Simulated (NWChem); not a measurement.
# ZrH4 (SMILES [H][Zr]([H])([H])[H]) at 6 levels

Aim: a comparison of 6 runs (HF/STO-3G, HF/3-21G, HF/def2-SVP, TPSSh/STO-3G, wB97X/def2-SVP, PBE0/def2-TZVP) of ZrH4. 

The results are computed with NWChem 7.3.0.

3 further runs of the same task are left out: 3 set aside as unsound or not needed.

## Step 1: The system as given

ZrH4 has 5 atoms, charge 0, and is taken as a singlet. As SMILES, `[H][Zr]([H])([H])[H]`. The shape comes from GFN2-xTB, which is rough for such elements, and wasn't checked as a minimum.

Bond lengths: Zr1–H2 1.918 Å, Zr1–H3 1.918 Å, Zr1–H4 1.917 Å, Zr1–H5 1.919 Å. Angles: H2–Zr1–H3 109.6°, H2–Zr1–H4 109.7°, H2–Zr1–H5 109.2°, H3–Zr1–H4 109.7°, H3–Zr1–H5 109.2°, H4–Zr1–H5 109.4°.

## Step 2: Energy and gradient at HF/STO-3G (run 1)

File sp.nw:

```
start sp
memory total 2200 mb
charge 0

geometry units bohr noautosym nocenter noautoz
Zr   0.00128501   0.00738883   0.00153068
H    0.02014448  -0.03607487   3.62581752
H    3.41006748   0.01768784  -1.23015502
H   -1.73106472   2.96333623  -1.17652459
H   -1.70043226  -2.95233802  -1.22066859
end

basis spherical bse
Zr library STO-3G
H library STO-3G
end

scf
thresh 1e-08
maxiter 80
end

task scf gradient
```

Launch:

```
$ nwchem sp.nw > sp.out
```

Output:

```text
[...]
  functions       =    31
[...]
  wavefunction    = RHF
[...]
         Total SCF energy =  -3505.450101191470
      One-electron energy =  -4946.172681793118
      Two-electron energy =   1395.565997318121
 Nuclear repulsion energy =     45.156583283527
        Time for solution =      1.3s
[...]
                         RHF ENERGY GRADIENTS
    atom               coordinates                        gradient
                 x          y          z           x          y          z
   1 Zr      0.001285   0.007389   0.001531    0.000175   0.001243   0.000192
   2 H       0.020144  -0.036075   3.625818    0.000126  -0.000557   0.031132
   3 H       3.410067   0.017688  -1.230155    0.029259  -0.000095  -0.010627
   4 H      -1.731065   2.963336  -1.176525   -0.014856   0.025116  -0.010120
   5 H      -1.700432  -2.952338  -1.220669   -0.014704  -0.025707  -0.010577
[...]
```

It took 2.2 s on 1 thread of AMD EPYC 9R14 (Zen 4), shared host; peak memory 0.1 GiB.

## Step 3: Energy and gradient at HF/3-21G (run 2)

File run.py:

```python
from ase import Atoms
from ase.calculators.nwchem import NWChem

system = Atoms('ZrHHHH', positions=[
    [0.000680, 0.003910, 0.000810],
    [0.010660, -0.019090, 1.918700],
    [1.804530, 0.009360, -0.650970],
    [-0.916040, 1.568130, -0.622590],
    [-0.899830, -1.562310, -0.645950],
])

calc = NWChem(
    label='h4zr',
    theory='scf',
    memory='2200 mb',
    basis='3-21G',
    basispar='spherical bse',
    scf={'nopen': '0', 'rhf': None, 'thresh': '1e-08', 'maxiter': '80'},
)
system.calc = calc

forces = system.get_forces()
print("Total energy (eV):", round(system.get_potential_energy(), 6))
print("forces (eV/A):")
for s, f in zip(system.symbols, forces):
    print(f"{s:2s} {f[0]:10.5f} {f[1]:10.5f} {f[2]:10.5f}")
print("dipole (e A):", system.get_dipole_moment().round(4))
```

Launch:

```
$ export ASE_NWCHEM_COMMAND="nwchem PREFIX.nwi > PREFIX.nwo"
$ python run.py
```

Output:

```text
Total energy (eV): -95899.742753
forces (eV/A):
Zr   -0.00550   -0.03882   -0.00607
H    -0.00195    0.01409   -0.62344
H    -0.58575    0.00483    0.21361
H     0.29748   -0.49926    0.20291
H     0.29568    0.51911    0.21294
dipole (e A): [0.0013 0.0076 0.0015]
```

The calculator wrote h4zr.nwi:

```
title "h4zr"

permanent_dir h4zr

scratch_dir h4zr

start h4zr

geometry units angstrom nocenter noautosym noautoz
  Zr 6.8000000000000005e-04 3.9100000000000003e-03 8.0999999999999996e-04
  H  1.0659999999999999e-02 -1.9089999999999999e-02 1.9187000000000001e+00
  H  1.8045300000000000e+00 9.3600000000000003e-03 -6.5097000000000005e-01
  H  -9.1603999999999997e-01 1.5681300000000000e+00 -6.2258999999999998e-01
  H  -8.9983000000000002e-01 -1.5623100000000001e+00 -6.4595000000000002e-01
end

memory 2200 mb

basis spherical bse noprint
   * library 3-21G
end

scf
  nopen 0
  rhf
  thresh 1e-08
  maxiter 80
end

task scf gradient
```

h4zr.nwo:

```text
Northwest Computational Chemistry Package (NWChem) 7.3.0
             --------------------------------------------------------

           Job information
           ---------------

    nwchem branch   = 7.3.0
    use scalapack   = T
    input           = h4zr.nwi
    prefix          = h4zr.
    data base       = h4zr/h4zr.db
    status          = startup
    nproc           =        1

           Memory information
           ------------------

[... 5 lines left out ...]
    hardfail = no
[... 124 lines left out ...]
         Quadratically convergent ROHF
[... 14 lines left out ...]
       Final RHF  results
[... 4 lines left out ...]
      Two-electron energy =   1385.829278190844
[... 41 lines left out ...]
                       ROHF Final Molecular Orbital Analysis
[... 244 lines left out ...]
                 ----------------------------------------
                 |  Time  |  1-e(secs)   |  2-e(secs)   |
                 ----------------------------------------
                 |  CPU   |       0.00   |       0.21   |
                 ----------------------------------------
                 |  WALL  |       0.00   |       0.21   |
                 ----------------------------------------

 Task  times  cpu:        2.9s     wall:        2.9s
 Total times  cpu:        3.0s     wall:        3.0s
```

Run time: 4.2 s. Hardware: 1 thread of AMD EPYC 9R14 (Zen 4), shared host; peak memory 0.099 GiB.

Runs 3 to 5 aren't shown in full; the table further down has their settings and results.

## Step 4: Energy and gradient at PBE0/def2-TZVP (core potential) (run 6)

File mymol.nw:

```
echo
start mymol
memory stack 880 mb heap 220 mb global 1100 mb
charge 0

geometry units angstroms noautosym nocenter noautoz
 Zr    0.000680    0.003910    0.000810
 H     0.010660   -0.019090    1.918700
 H     1.804530    0.009360   -0.650970
 H    -0.916040    1.568130   -0.622590
 H    -0.899830   -1.562310   -0.645950
end

basis "ao basis" spherical bse
 Zr library def2-TZVP
 H library def2-TZVP
end

ecp bse
 Zr library def2-TZVP
end

dft
 xc pbe0
 grid xfine
 convergence energy 1e-08
 iterations 100
 mulliken
 print medium
end

task dft gradient
```

Launch:

```
$ nwchem mymol.nw > mymol.out
```

Output:

```text
[...]
          Wavefunction type:  closed shell.
          No. of atoms     :     5
          No. of electrons :    16
[...]
          Charge           :     0
          Spin multiplicity:     1
[...]
          AO basis - number of functions:    64
[...]
              XC Information
              --------------
                         PBE0 Method XC Functional
                     Hartree-Fock (Exact) Exchange  0.250
          PerdewBurkeErnzerhof Exchange Functional  0.750
            Perdew 1991 LDA Correlation Functional  1.000 local
           PerdewBurkeErnz. Correlation Functional  1.000 non-local
[...]
 d= 0,ls=0.0,diis     1    -49.1971460867 -6.35D+01  2.79D-02  5.19D-01     1.3
[...]
 d= 0,ls=0.0,diis     8    -49.3271954731 -9.01D-10  1.06D-07  2.96D-11     9.1
         Total DFT energy =      -49.327195473128
      One electron energy =     -108.403819602508
           Coulomb energy =       52.009746143718
    Exchange-Corr. energy =       -7.189688557657
 Nuclear repulsion energy =       14.256566543319
[...]
  wavefunction    = closed shell
                         DFT ENERGY GRADIENTS
    atom               coordinates                        gradient
                 x          y          z           x          y          z
   1 Zr      0.001285   0.007389   0.001531    0.000107   0.000753   0.000119
   2 H       0.020144  -0.036075   3.625817    0.000051  -0.000302   0.014555
   3 H       3.410067   0.017688  -1.230155    0.013676  -0.000086  -0.004980
   4 H      -1.731065   2.963336  -1.176525   -0.006952   0.011700  -0.004739
   5 H      -1.700432  -2.952338  -1.220669   -0.006883  -0.012064  -0.004955
[...]
```

Run time: 11 s. Hardware: 1 thread of AMD EPYC 9R14 (Zen 4), shared host; peak memory 0.15 GiB.

## Step 5: The series

```tsv
run	level	core potential	iteration cap	energy (Eh)	dipole moment (D)	HOMO energy (eV)	LUMO energy (eV)	wall time
1	HF/STO-3G	–	80	-3505.450101	0.04	-9.68	4.62	2.2 s
2	HF/3-21G	–	80	-3524.250572	0.04	-11.76	0.46	4.2 s
3	HF/def2-SVP (core potential)	def2-SVP	80	-48.759791	0.04	-11.71	0.74	3.3 s
4	TPSSh/STO-3G	–	100	-3507.051716	0.03	-5.83	-0.26	5.4 s
5	wB97X/def2-SVP (core potential)	def2-SVP	100	-49.327851	0.03	-10.98	-0.49	22 s
6	PBE0/def2-TZVP (core potential)	def2-TZVP	100	-49.327195	0.03	-8.48	-2.65	11 s
```

## Step 6: What came out

| quantity | value |
| --- | --- |
| run 6: total energy | -49.32720 Eh |
| run 6: dipole moment | 0.03 D |
| run 6: HOMO energy | -8.48 eV |
| run 6: LUMO energy | -2.65 eV |
| run 6: HOMO–LUMO gap | 5.83 eV |
| run 6: largest force on an atom | 0.758 eV/Å |

**Reading.** The HOMO–LUMO gap runs from 5.57 eV (TPSSh/STO-3G) to 14.31 eV (HF/STO-3G). Exact exchange widens orbital gaps. Totals of different functionals can't be ranked against each other. Some runs of one species differ in core potentials or relativity; totals across that change don't compare. In runs 1, 4 the basis is minimal, so the values are rough. In runs 1, 2, 4 relativity is left out where basis or elements ask for it. All runs together took 49 s, the longest 22 s.
